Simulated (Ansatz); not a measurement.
# Ta4NiO11 (P2/m) in Ansatz: band structure with r2SCAN

Aim: the band structure of Ta4NiO11 with r2SCAN.

Program: Ansatz 0.2.0. These are calculated values, not measurements. Logs are shortened: lines on timing, memory, paths and dates and some standing lists are left out, and cuts for length are marked.

**1. Starting point**

It takes space group P2/m (No. 10, monoclinic). The conventional cell has a = 4.771 Å, b = 5.825 Å, c = 7.518 Å, α = 90.00°, β = 105.26°, γ = 90.00°. Around Ta (site symmetry m) lie 4 O at 1.89 to 2.01 Å. Ta (site symmetry m) has 5 O at 1.89 to 1.98 Å as nearest neighbours. Ni (site symmetry 2/m) is surrounded by 4 O at 1.94 Å. O (site symmetry 1) is surrounded by 1 Ta at 1.93 Å and 1 Ni at 1.94 Å. Around O (site symmetry 1) lie 2 Ta at 1.93 to 1.98 Å. O (site symmetry 2/m) is surrounded by 2 Ta at 2.01 Å. Around O (site symmetry 2/m) lie 2 Ta at 1.89 Å. O (site symmetry 2/m) has 2 Ta at 1.89 Å as nearest neighbours.

The cell was built by a generator and needn't be a form met in nature.

**2. Band structure, r2SCAN, collinear spin, ferromagnetic start**

The input, input.yaml:

```yaml
crystal:
  lattice:
    - [4.77089, 0.0, 0.00513]
    - [0.0, 5.82454, 0.0]
    - [-1.98628, 0.0, 7.25051]
  atoms:
    - { symbol: Ta, position: [0.61339, 0.5, 0.76042] }
    - { symbol: Ta, position: [0.38661, 0.5, 0.23958] }
    - { symbol: Ta, position: [0.16615, 0.0, 0.79875] }
    - { symbol: Ta, position: [0.83385, 0.0, 0.20125] }
    - { symbol: Ni, position: [0.5, 0.0, 0.5], spin: 1.0 }
    - { symbol: O, position: [0.33278, 0.79913, 0.65053] }
    - { symbol: O, position: [0.66722, 0.79913, 0.34947] }
    - { symbol: O, position: [0.90047, 0.25786, 0.80718] }
    - { symbol: O, position: [0.09953, 0.25786, 0.19282] }
    - { symbol: O, position: [0.66722, 0.20087, 0.34947] }
    - { symbol: O, position: [0.33278, 0.20087, 0.65053] }
    - { symbol: O, position: [0.09953, 0.74214, 0.19282] }
    - { symbol: O, position: [0.90047, 0.74214, 0.80718] }
    - { symbol: O, position: [0.5, 0.5, 0.0] }
    - { symbol: O, position: [0.5, 0.0, 0.0] }
    - { symbol: O, position: [0.5, 0.5, 0.5] }
hamiltonian:
  xc: r2scan
  pseudopotentials: { kind: paw }
magnetization:
  spin_polarized: true
kpoints:
  mp_grid: { grid: [6, 5, 4] }
  band_path:
    path:
      - [[0.0, 0.0, 0.0], [0.0, 0.0, 0.5], [-0.4474843174, 0.0, 0.6855711242], [-0.5, 0.0, 0.5], [-0.5, 0.5, 0.5], [-0.5525156826, 0.5, 0.3144288758], [-0.5, 0.5, 0.0], [-0.5, 0.0, 0.0], [-0.5525156826, 0.0, 0.3144288758]]
      - [[-0.4474843174, 0.5, 0.6855711242], [0.0, 0.5, 0.5], [0.0, 0.5, 0.0]]
      - [[0.0, 0.0, 0.5], [0.0, 0.5, 0.5]]
    npoints: 10
scf:
  occupations: { method: fermi_dirac, width: 0.05 }
  n_extra_bands: 40
output:
  forces: true
  stress: true
  eigenvalues: true
  fatbands: false
```

Potentials or basis: Ansatz PAW.

On the command line:

```
$ ansatz run input.yaml --threads 8 --pin off --max-ram 20480MiB --backend cpu --events-out ev --progress --plain --runs-dir out
```

Output:

```text
Warning: RAYON_NUM_THREADS=8 ignored (pool sized by the plan → 8); use --threads N
scf.n_extra_bands = 40 over 68 filled bands (N_el = 136.0): the run solves 108 bands
Engine: ansatz 0.2.0, aarch64-unknown-linux-gnu
Pseudopotentials: kind: paw
Pseudopotential: Ta, paw, valence charge 13, recommended cutoff 500 eV (meta_gga), Ta.paw.azcp
Pseudopotential: Ni, paw, valence charge 18, recommended cutoff 500 eV (meta_gga), Ni.paw.azcp
Pseudopotential: O, paw, valence charge 6, recommended cutoff 500 eV (meta_gga), O.paw.azcp
Functional definition: r2SCAN
  parameter k0 = 0.174
  parameter k1 = 0.065
  parameter a1 = 4.9479
  exchange = r2scan_x(k0 = k0, k1 = k1, a1 = a1)
  correlation = r2scan_c
Crystal: 16 atoms, lattice volume = 201.538 Å³
Basis set: ecut = 500 eV, 5125 PW (Γ), exchange–correlation on 144×180×240 points (64 copies of the dense FFT grid, shifted against one another)
Bands: 108, of which v1, the nominal top of the filled ones, is band 68 counted from 1 (67 counted from 0)
Symmetry: 4 space group operations
Space group: P2/m (ITA 10), of the structure as read, at distance tolerance 5.9e-5 Å
Magnetic group: BNS 10.42 (UNI 49), of the structure as read, at distance tolerance 5.9e-5 Å
k-points: 42 of 120
Non-local potential: Ta, projectors of the file, l = 0: 3, l = 1: 2, l = 2: 2, l = 3: 1
Non-local potential: Ni, projectors of the file, l = 0: 3, l = 1: 2, l = 2: 3, l = 3: 1
Non-local potential: O, projectors of the file, l = 0: 2, l = 1: 2, l = 2: 1
PAW form: soft (Blöchl's): semilocal exchange-correlation on the pseudo side does not see the compensation charge
PAW frozen core: Ta, regenerated for the run's functional (the file was generated under x = pbe(κ = 0.804, μ = 0.2195149727645171), c = pbe(β = 0.06672455060314922))
PAW frozen core: Ni, regenerated for the run's functional (the file was generated under x = pbe(κ = 0.804, μ = 0.2195149727645171), c = pbe(β = 0.06672455060314922))
PAW frozen core: O, regenerated for the run's functional (the file was generated under x = pbe(κ = 0.804, μ = 0.2195149727645171), c = pbe(β = 0.06672455060314922))
PAW one-centre angular grid: Ta, 590 points (default); XC on 160 Gauss nodes
PAW one-centre angular grid: Ni, 590 points (default); XC on 160 Gauss nodes
PAW one-centre angular grid: O, 302 points (default); XC on 160 Gauss nodes
Initial density: superposition of atomic densities (chi_scale 0.1, normalization cell, long waves kept (reshape's long-wave potential 0.08 eV rms))
Starting moments: Σ|m| = 1 μB on 1 of 16 sites
[... 94 lines left out ...]
SCF iter  26: F=-51889.013952 eV  HF=-51889.013952 eV  |F-HF|=6.55e-11  |Δ(HF+E_count)|=  3.86e-10  Δρ=2.05e-7 (↑1.71e-7 ↓2.05e-7)  dr2=2.40e-11  dr2_τ=1.37e-12  dr2_m=5.73e-11  M=-0.000 μB ∫|m|=0.000 μB  ethr=1.00e-12  ⟨swp⟩=1.7  Hψ=18967  notcnv=0
SCF 4 converged in 26 iterations: F = -51889.013952 eV  dr2 = 2.40e-11
NSCF: frozen V_eff on 113 k-points
SCF converged after 2 iterations
Stability not told: the SCF's own minimisation came to no verdict on its close; the lowest value that the minimisation read is 2.3e-2 (residual 2.8e-3): no lower mode is shown, and none is ruled out
Magnetization: 0.0000 μB (68.0000 up, 68.0000 down)
Absolute magnetization: 0.5806 μB (∫|ρ↑−ρ↓|, with the PAW one-centre terms)
Spin contamination: 0.2741 ħ² per cell (⟨S²⟩ above its minimum at these occupations)
Per-site moments (μB) at R_I (Å): [(-5.920157629924785e-7, 0.7791746507837248), (-5.920157630328913e-7, 0.7791746507837249), (8.421803865579243e-7, 0.7780265341883814), (8.421803866464315e-7, 0.7780265341883813), (2.4806031205869566e-5, 0.7999841063887542), (0.004384618677701514, 0.7943887950734209), (-0.00440008660070712, 0.7943887950734211), (-0.002268377240663432, 0.7972175426283135), (0.0022688280406415145, 0.7972175426283135), (0.004384618677701534, 0.7943887950734212), (-0.004400086600707149, 0.794388795073421), (-0.00226837724066344, 0.7972175426283135), (0.002268828040641493, 0.7972175426283135), (2.0326149019360946e-6, 0.8300775832796297), (1.2483433584141145e-6, 0.7780265341883813), (-1.017252271455026e-6, 0.7791746507837248)]
Free energy (F): -51889.047003 eV
Harris-Foulkes:  -51889.047003 eV  (|F-HF|=1.24e-10)
Internal energy: -51889.047003 eV  (E = F + TS)
E sigma→0 (E₀):  -51889.047003 eV
Entropy (-TS):   -0.000000 eV (-0.000 meV/atom)
Fermi energy:    9.885243 eV
--- Per-component energies (eV) ---
  E_band       = -1501.149640
  E_kinetic    = 3661.609349
  E_local      = -12896.016876  (includes V_loc(G=0)·N_el)
  E_nonlocal   = 1225.320867
  E_hartree    = 4992.273142
  E_xc         = -1693.561048
  E_vxc        = -2151.464136  (∫ρ·V_xc dr)
  E_paw        = -37098.312292  (= ΣΔE_a)
  E_vpaw       = -1452.094833  (= ΣTr[D̂ρ^β])
  E_aug_tail   = 0.011614  (compensation charges beyond the density's cutoff)
  E_vtau       = 126.937724  (kinetic-family band-sum trace: ∫τ·v_τ [+ j·A + Jᵃ·Aᵃ] dr)
  E_ewald      = -10076.695218
  E_core_change = -3.676540  (= ΣΔE_core)
  E_smearing   = -0.000000  (= −TS)
  E_closure    = 0.000000  (closes the sum)
  Σ components = -51889.047003   (vs F -51889.047003, Δ=0.00e0)
--- Forces (eV/Å), atoms counted from 1 ---
  atom   1  Ta    -0.04149534    -0.00004489    -0.26847589
  atom   2  Ta     0.04149534     0.00004489     0.26847589
  atom   3  Ta     0.51774394     0.00005150    -0.12499615
  atom   4  Ta    -0.51774394    -0.00005150     0.12499615
  atom   5  Ni     0.00000000     0.00000000     0.00000000
  atom   6  O     -0.17120790     0.00505908     0.34012819
[... 8 lines left out ...]
  atom  15  O      0.00000000     0.00000000     0.00000000
  atom  16  O      0.00000000     0.00000000     0.00000000
  max |Σ_I F_I| component: 2.78e-17 eV/Å
--- Stress (GPa, compression-positive) ---
       -4.523711       0.000057       0.007832
        0.000047      -5.678272       0.000173
        0.007826       0.000187      -5.370507
  P = ⅓ Tr σ = -5.1908 GPa (-51.908 kbar)
--- Band table (eV; the first three rows and the last of 124) ---
  k-point 0 ↑: bands = ["-97.0772", "-61.6496", "-61.6489", "-61.5304", "-61.5294", "-56.7790", "-56.0026", "-55.2560", "-27.6526", "-27.5515", "-27.5505", "-27.5327", "-27.5274", "-27.5163", "-27.5063", "-27.4160", "-27.4115", "-27.3968", "-27.3563", "-27.3526", "-11.2129", "-10.5592", "-10.5561", "-9.9880", "-9.9287", "-9.8734", "-9.5071", "-9.3851", "-9.2796", "-9.2601", "-8.8664", "2.2788", "2.4589", "2.4657", "2.5629", "2.7636", "2.8570", "2.9347", "2.9874", "3.2294", "3.8343", "3.8676", "3.9354", "4.1448", "4.2860", "4.3291", "5.3887", "5.4279", "5.5361", "5.6564", "5.9835", "6.0202", "6.0716", "6.2018", "6.2122", "6.3955", "6.5652", "6.5692", "6.7842", "7.1542", "7.2662", "7.5602", "7.6598", "8.0051", "8.2714", "8.6076", "8.7150", "8.9771", "10.7303", "10.8217", "11.2791", "11.4639", "12.0822", "12.3925", "12.5902", "12.8247", "13.7595", "13.7794", "13.8805", "14.0182", "14.4929", "14.6378", "14.7419", "15.0306", "15.4880", "15.5415", "15.6936", "17.1322", "18.1878", "18.7330", "18.7563", "18.9148", "18.9640", "19.5847", "19.8088", "20.6467", "21.1419", "21.5749", "21.7715", "21.9568", "22.8903", "23.0584", "23.2904", "23.5143", "23.7511", "23.9357", "24.5976", "24.7246"]
  k-point 1 ↑: bands = ["-97.0772", "-61.6495", "-61.6489", "-61.5304", "-61.5294", "-56.7790", "-56.0026", "-55.2560", "-27.6512", "-27.5532", "-27.5468", "-27.5382", "-27.5152", "-27.5113", "-27.5074", "-27.4283", "-27.4136", "-27.3968", "-27.3558", "-27.3531", "-11.1428", "-10.7417", "-10.4325", "-10.0004", "-9.8609", "-9.8340", "-9.4975", "-9.3684", "-9.2982", "-9.2768", "-8.9985", "2.4084", "2.4938", "2.5057", "2.6555", "2.7584", "2.8279", "2.8773", "3.1995", "3.2592", "3.5907", "3.9729", "4.0044", "4.1210", "4.2642", "4.6171", "5.0995", "5.2915", "5.5564", "5.6749", "5.7485", "5.8395", "5.9050", "6.1527", "6.3134", "6.4810", "6.5515", "6.6245", "6.8577", "6.9964", "7.3255", "7.4533", "7.6319", "8.0236", "8.2838", "8.6577", "8.7397", "9.0039", "10.8148", "10.8933", "11.3116", "11.5148", "12.2265", "12.3624", "12.6159", "13.0770", "13.5366", "13.5767", "13.8275", "14.1291", "14.3193", "14.4569", "14.9125", "15.3698", "15.5870", "15.6761", "15.6839", "16.6024", "18.1353", "18.4698", "18.8036", "18.9284", "19.0321", "19.5936", "19.8389", "21.0446", "21.4219", "21.4314", "21.6438", "21.8665", "22.9227", "23.1021", "23.1606", "23.5988", "23.9949", "24.0650", "24.2629", "24.7224"]
  k-point 2 ↑: bands = ["-97.0772", "-61.6493", "-61.6491", "-61.5304", "-61.5294", "-56.7790", "-56.0026", "-55.2560", "-27.6498", "-27.5548", "-27.5437", "-27.5409", "-27.5131", "-27.5097", "-27.4889", "-27.4511", "-27.4139", "-27.3968", "-27.3550", "-27.3539", "-11.0032", "-10.9149", "-10.3895", "-10.0108", "-9.8505", "-9.6498", "-9.5390", "-9.3401", "-9.3361", "-9.3060", "-9.1464", "2.4001", "2.5344", "2.5416", "2.6401", "2.7473", "2.7937", "3.2917", "3.3095", "3.4039", "3.5298", "4.0088", "4.0129", "4.0232", "4.2394", "4.6438", "5.0108", "5.2481", "5.2899", "5.4771", "5.5219", "5.7216", "6.0606", "6.1206", "6.2469", "6.4934", "6.5943", "6.7594", "6.8388", "6.9201", "7.3483", "7.4112", "7.5737", "8.0372", "8.3010", "8.7091", "8.7635", "9.0318", "10.9285", "10.9314", "11.2985", "11.5552", "12.3996", "12.4784", "12.9500", "12.9903", "13.0845", "13.6985", "13.8363", "13.8757", "14.2149", "14.3721", "14.9653", "15.4878", "15.6302", "15.6474", "16.0063", "17.0091", "17.1601", "18.3788", "18.7563", "19.0244", "19.0437", "19.4659", "20.2711", "20.8250", "21.5399", "21.6356", "21.8930", "21.9073", "22.5650", "23.1517", "23.3111", "23.4477", "24.0152", "24.1036", "24.4361", "24.5873"]
  k-point 61 ↓: bands = ["-97.0771", "-61.6494", "-61.6489", "-61.5300", "-61.5298", "-56.7787", "-56.0030", "-55.2558", "-27.6510", "-27.5593", "-27.5492", "-27.5432", "-27.5150", "-27.5144", "-27.5078", "-27.4264", "-27.3813", "-27.3797", "-27.3771", "-27.3746", "-10.7378", "-10.5287", "-10.4096", "-10.2756", "-10.1937", "-9.8182", "-9.6399", "-9.4748", "-9.3586", "-9.2232", "-8.8406", "2.3600", "2.4785", "2.5543", "2.6771", "2.8621", "2.9126", "3.2423", "3.4944", "3.6353", "3.7737", "3.9250", "4.1260", "4.2731", "4.4820", "4.5441", "4.9455", "5.0254", "5.3548", "5.3894", "5.5070", "5.6973", "5.8849", "5.9626", "6.1315", "6.2359", "6.4952", "6.5683", "6.6606", "6.9286", "7.0643", "7.3217", "7.7243", "7.8977", "8.1731", "8.6337", "8.8284", "8.8977", "10.7143", "11.6482", "11.8706", "12.2632", "12.4323", "12.5556", "12.6633", "12.9808", "13.1959", "13.4013", "13.7512", "13.8064", "14.1718", "14.5439", "14.8190", "15.5281", "15.6028", "16.2889", "16.5726", "17.2086", "17.7347", "17.9881", "18.1623", "18.5567", "19.2135", "19.4396", "19.7748", "19.9693", "20.4339", "21.0156", "21.7526", "22.1231", "22.4151", "22.7690", "22.9164", "23.3115", "23.8825", "24.0941", "24.2811", "24.4781"]
```

It took 13 min on 8 threads of Arm Neoverse V2, shared host; peak memory 8.2 GiB.

What came out:

```
Free energy             : -51889.0470 eV
Pressure                : -5.2 GPa
Largest force           : 0.533 eV/Å
Band gap on the k mesh  : 1.58 eV, indirect (least direct gap 1.73 eV)
Band gap along the path : 1.55 eV, indirect (least direct gap 1.70 eV)
Net moment              : 0.00 μB per cell
Absolute moment         : 0.58 μB per cell
```

Forces on the atoms (eV/Å):
```
Ta  -0.041  0.000 -0.268
Ta   0.041  0.000  0.268
Ta   0.518  0.000 -0.125
Ta  -0.518  0.000  0.125
Ni   0.000  0.000  0.000
O   -0.171  0.005  0.340
O    0.171  0.005 -0.340
O   -0.068 -0.092 -0.070
O    0.068 -0.093  0.070
O    0.171 -0.005 -0.340
O   -0.171 -0.005  0.340
O    0.068  0.092  0.070
O   -0.068  0.093 -0.070
O    0.000  0.000  0.000
O    0.000  0.000  0.000
O    0.000  0.000  0.000
```

Stress tensor (GPa, compression positive):
```
-4.52  0.00  0.01
 0.00 -5.68  0.00
 0.01  0.00 -5.37
```

Levels at the corners of the path, in eV from the valence-band top:
Spin up:
```
point  band 65  band 66  band 67  band 68  band 69  band 70  band 71  band 72
    Γ    -0.81    -0.47    -0.37    -0.10     1.65     1.74     2.20     2.38
    Y    -0.78    -0.37    -0.32    -0.05     1.85     1.85     2.22     2.47
    H    -1.06    -0.43    -0.28    -0.17     1.89     2.39     2.41     2.53
    C    -1.06    -0.41    -0.28    -0.15     1.92     2.47     2.49     2.76
    E    -0.90    -0.41    -0.26    -0.16     1.55     2.59     3.08     3.21
   M1    -0.90    -0.44    -0.25    -0.18     1.58     2.74     2.76     3.28
    A    -0.89    -0.48    -0.26    -0.17     1.69     2.50     2.95     2.95
    X    -1.01    -0.51    -0.31    -0.22     1.75     2.07     2.41     2.50
   H1    -1.06    -0.43    -0.28    -0.17     1.89     2.39     2.41     2.53
    M    -0.90    -0.44    -0.25    -0.18     1.58     2.74     2.76     3.28
    D    -1.05    -0.29    -0.23     0.00     1.79     1.98     2.92     3.13
    Z    -1.07    -0.37    -0.26    -0.02     1.81     2.47     2.54     2.59
    Y    -0.78    -0.37    -0.32    -0.05     1.85     1.85     2.22     2.47
    D    -1.05    -0.29    -0.23     0.00     1.79     1.98     2.92     3.13
```
Spin down:
```tsv
point	band 65	band 66	band 67	band 68	band 69	band 70	band 71	band 72
Γ	-0.81	-0.47	-0.37	-0.10	1.65	1.74	2.20	2.38
Y	-0.78	-0.37	-0.32	-0.05	1.85	1.85	2.22	2.47
H	-1.06	-0.43	-0.28	-0.17	1.89	2.39	2.41	2.53
C	-1.06	-0.41	-0.28	-0.15	1.92	2.47	2.49	2.76
E	-0.90	-0.41	-0.26	-0.16	1.55	2.59	3.08	3.21
M1	-0.90	-0.44	-0.25	-0.18	1.58	2.74	2.76	3.28
A	-0.89	-0.48	-0.26	-0.17	1.69	2.50	2.95	2.95
X	-1.01	-0.51	-0.31	-0.22	1.75	2.07	2.41	2.50
H1	-1.06	-0.43	-0.28	-0.17	1.89	2.39	2.41	2.53
M	-0.90	-0.44	-0.25	-0.18	1.58	2.74	2.76	3.28
D	-1.05	-0.29	-0.23	0.00	1.79	1.98	2.92	3.13
Z	-1.07	-0.37	-0.26	-0.02	1.81	2.47	2.54	2.59
Y	-0.78	-0.37	-0.32	-0.05	1.85	1.85	2.22	2.47
D	-1.05	-0.29	-0.23	0.00	1.79	1.98	2.92	3.13
```

Caveat: the magnetic or orbital state may not be the lowest; spin-orbit coupling is left out, which moves the levels of the heavy elements; the PAW data sets come from PBE, with cores solved anew for the run's functional, which leaves a small shift of forces and pressure; the starting moments weren't kept.
